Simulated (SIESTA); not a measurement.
## Se2Br in SIESTA: the effect of functional

The system is Se2Br, a slab with vacuum.

```
Se Br
1.0
     3.80248    0.00000    0.00000
     0.00000    3.80248    0.00000
     0.00000    0.00000   23.48190
Se Br
4 2
Direct
  0.00000 0.00000 0.31939
  0.50000 0.00000 0.50000
  0.00000 0.50000 0.50000
  0.50000 0.50000 0.68061
  0.50000 0.50000 0.31939
  0.00000 0.00000 0.68061
```

Alike in all runs:

- Program: SIESTA 5.4.2
- Task: single point
- Basis: DZP (energy shift 0.003 Ry; two zetas on semicore shells)
- Grid cutoff: 500 Ry
- Energy shift: 0.003 Ry
- k mesh: 7 × 7 × 1
- Occupations: fermi-dirac, width 0.05 eV
- Spin: no spin polarisation

```csv
functional,potentials or basis,largest force (eV/Å),work function (eV)
LDA,PseudoDojo 0.4 standard (LDA files),0.11,5.81
PBEsol,PseudoDojo 0.4 standard (PBEsol files),?,?
AM05,PseudoDojo 0.4 standard (PBEsol files),0.04,5.60
WC,PseudoDojo 0.4 standard (PBEsol files),0.07,5.66
PW91,PseudoDojo 0.4 standard (PBE files),0.05,5.64
revPBE,PseudoDojo 0.4 standard (PBE files),0.04,5.51
RPBE,PseudoDojo 0.4 standard (PBE files),0.04,5.51
BLYP,PseudoDojo 0.4 standard (PBE files),0.04,5.28
```

Question: What does the run with functional PBEsol give?

Answer: Largest force 0.08 eV/Å; work function 5.66 eV.

Caveats: the potentials were made for another functional, which shifts forces and pressure (some runs).

Runs at the PBE level aren't shown here.
